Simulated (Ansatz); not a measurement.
MoN2:

```xyz
6
Lattice="4.3481 0.0000 0.0000 0.0000 4.3481 0.0000 0.0000 0.0000 2.7675" Properties=species:S:1:pos:R:3 pbc="T T T"
Mo    0.0000    0.0000    0.0000
Mo    2.1740    2.1740    0.0000
N     2.6595    3.8626    1.3837
N     1.6886    0.4854    1.3837
N     0.4854    2.6595    1.3837
N     3.8626    1.6886    1.3837
```

Measurements of this composition are mostly on another form, of space group No. 160.

A run of Ansatz 0.2.0 on this cell left the log below. Logs are shortened: lines on timing, memory, paths and dates and some standing lists are left out, and cuts for length are marked.

```text
Warning: RAYON_NUM_THREADS=2 ignored (pool sized by the plan → 2); use --threads N
Engine: ansatz 0.2.0, x86_64-unknown-linux-gnu
Pseudopotentials: kind: paw
Pseudopotential: Mo, paw, valence charge 14, recommended cutoff 500 eV (meta_gga), Mo.paw.azcp
Pseudopotential: N, paw, valence charge 5, recommended cutoff 500 eV (meta_gga), N.paw.azcp
Functional definition: r2SCAN
  parameter k0 = 0.174
  parameter k1 = 0.065
  parameter a1 = 4.9479
  exchange = r2scan_x(k0 = k0, k1 = k1, a1 = a1)
  correlation = r2scan_c
Crystal: 6 atoms, lattice volume = 52.320 Å³
Basis set: ecut = 500 eV, 1307 PW (Γ), exchange–correlation on 128×128×96 points (64 copies of the dense FFT grid, shifted against one another)
Bands: 30, of which v1, the nominal top of the filled ones, is band 24 counted from 1 (23 counted from 0)
Symmetry: 16 space group operations
Space group: P4/mbm (ITA 127), of the structure as read, at distance tolerance 3.7e-5 Å
k-points: 60 of 360
Non-local potential: Mo, projectors of the file, l = 0: 3, l = 1: 2, l = 2: 2, l = 3: 1
Non-local potential: N, projectors of the file, l = 0: 2, l = 1: 2, l = 2: 1
PAW form: soft (Blöchl's): semilocal exchange-correlation on the pseudo side does not see the compensation charge
PAW frozen core: Mo, regenerated for the run's functional (the file was generated under x = pbe(κ = 0.804, μ = 0.2195149727645171), c = pbe(β = 0.06672455060314922))
PAW frozen core: N, regenerated for the run's functional (the file was generated under x = pbe(κ = 0.804, μ = 0.2195149727645171), c = pbe(β = 0.06672455060314922))
PAW one-centre angular grid: Mo, 590 points (default); XC on 160 Gauss nodes
PAW one-centre angular grid: N, 302 points (default); XC on 160 Gauss nodes
Initial density: superposition of atomic densities (neutral atoms: chi_scale 0, normalization atom), corrected by the library's trained network
[... 85 lines left out ...]
  E_hartree    = 617.023758
  E_xc         = -596.526471
  E_vxc        = -851.013946  (∫ρ·V_xc dr)
  E_paw        = -6948.178870  (= ΣΔE_a)
  E_vpaw       = -365.006536  (= ΣTr[D̂ρ^β])
  E_aug_tail   = 0.000088  (compensation charges beyond the density's cutoff)
  E_vtau       = 52.582611  (kinetic-family band-sum trace: ∫τ·v_τ [+ j·A + Jᵃ·Aᵃ] dr)
  E_ewald      = -4435.632440
  E_core_change = -0.560666  (= ΣΔE_core)
  E_smearing   = -0.017998  (= −TS)
  E_closure    = -0.000000  (closes the sum)
  Σ components = -11474.304568   (vs F -11474.304568, Δ=0.00e0)
--- Forces (eV/Å), atoms counted from 1 ---
  atom   1  Mo    -0.00000000     0.00000000     0.00000000
  atom   2  Mo     0.00000000    -0.00000000     0.00000000
  atom   3  N     -0.00190067     0.00190067     0.00000000
  atom   4  N      0.00190067    -0.00190067     0.00000000
  atom   5  N     -0.00190067    -0.00190067     0.00000000
  atom   6  N      0.00190067     0.00190067     0.00000000
  max |Σ_I F_I| component: 8.67e-19 eV/Å
--- Stress (GPa, compression-positive) ---
       -0.002303       0.000000       0.000000
        0.000000      -0.002303       0.000000
        0.000000       0.000000       0.002726
  P = ⅓ Tr σ = -0.0006 GPa (-0.006 kbar)
--- Band table (eV; the first three rows and the last of 60) ---
  k-point 0: bands = ["-44.7509", "-44.6818", "-18.2118", "-18.2118", "-17.8381", "-17.8381", "-17.7852", "-17.7104", "-3.3578", "-1.9660", "6.2275", "6.2275", "10.3383", "10.7314", "12.0950", "12.9250", "12.9250", "14.2386", "15.1406", "15.2137", "16.1207", "16.1207", "16.8366", "17.4642", "20.0464", "20.0464", "20.3396", "21.0791", "21.7559", "25.3284"]
  k-point 1: bands = ["-44.7392", "-44.6706", "-18.1947", "-18.1947", "-17.8968", "-17.8257", "-17.8257", "-17.8097", "-3.2389", "-1.8895", "6.1071", "6.1071", "10.4427", "10.8931", "12.4722", "12.6821", "12.6821", "13.1979", "14.3407", "16.1918", "16.1918", "16.1973", "16.9833", "17.8161", "20.3058", "20.3058", "20.4616", "21.1087", "21.8820", "25.0100"]
  k-point 2: bands = ["-44.7084", "-44.6411", "-18.1811", "-18.1495", "-18.1495", "-18.0641", "-17.7932", "-17.7932", "-2.9212", "-1.6793", "5.7967", "5.7967", "10.6819", "11.0692", "12.0088", "12.1143", "12.1143", "13.0208", "13.4948", "16.3897", "16.3897", "17.4186", "17.6251", "17.8773", "20.8195", "20.9648", "20.9648", "21.1858", "22.3031", "24.1495"]
  k-point 59: bands = ["-44.5945", "-44.5945", "-18.7781", "-18.7781", "-18.0826", "-18.0826", "-17.6722", "-17.6722", "-2.0382", "-2.0382", "6.5433", "6.5433", "10.9898", "10.9898", "11.3562", "11.3562", "13.3592", "13.3592", "13.6353", "13.6353", "13.8441", "13.8441", "17.8677", "17.8677", "21.8712", "21.8712", "22.9301", "22.9301", "23.7569", "23.7569"]
--- Relaxed structure (5 steps of the walk, 5 accepted, 1 SCFs on fresh bases) ---
  F+E_penalty+E_count = -11474.30456757 eV   max|allowed force component| = 1.901e-3 eV/Å   (the final SCF, on the basis selected at the relaxed cell)
  cell:  # Å, volume = 51.1026 Å³
    - [4.317612701028186, -2.7986912558615047e-34, 0.0]
    - [-2.7986912558615047e-34, 4.317612701028186, 0.0]
    - [0.0, 0.0, 2.741292074340759]
  atoms:
    - { symbol: Mo, position: [-4.155891431887277e-20, 8.31178286377437e-21, 0.0] }
    - { symbol: Mo, position: [0.5, 0.5, 0.0] }
    - { symbol: N, position: [0.6122460826821297, 0.8877539173178703, 0.5] }
    - { symbol: N, position: [0.3877539173178704, 0.11224608268212959, 0.5] }
    - { symbol: N, position: [0.11224608268212959, 0.6122460826821297, 0.5] }
    - { symbol: N, position: [0.8877539173178703, 0.3877539173178704, 0.5] }
```

Question: Write the input and the command behind it.

Answer: Relaxation of cell and atoms with r2SCAN, no spin polarisation. The files as run (others can give the same):

input.yaml
```yaml
crystal:
  lattice:
    - [4.348053, 0.0, 0.0]
    - [0.0, 4.348053, 0.0]
    - [0.0, 0.0, 2.76746]
  atoms:
    - { symbol: Mo, position: [0.0, 0.0, 0.0] }
    - { symbol: Mo, position: [0.5, 0.5, 0.0] }
    - { symbol: "N", position: [0.611647, 0.888353, 0.5] }
    - { symbol: "N", position: [0.388353, 0.111647, 0.5] }
    - { symbol: "N", position: [0.111647, 0.611647, 0.5] }
    - { symbol: "N", position: [0.888353, 0.388353, 0.5] }
hamiltonian:
  xc: r2scan
  pseudopotentials: { kind: paw }
kpoints:
  mp_grid: { grid: [6, 6, 10] }
scf:
  occupations: { method: fermi_dirac, width: 0.05 }
output:
  forces: true
  stress: true
  eigenvalues: true
relax:
  f_tol: 0.01
  max_steps: 40
  cell: { stress_tol: 0.05 }
```

Potentials or basis: Ansatz PAW.
Command:
```bash
$ ansatz run input.yaml --threads 2 --pin off --max-ram 5632MiB --backend cpu --events-out ev --progress --plain --runs-dir out
```

Caveat: the plane-wave basis is chosen anew once the cell has moved, so the energies of steps on either side of that aren't comparable; the PAW data sets come from PBE, with cores solved anew for the run's functional, which leaves a small shift of forces and pressure.
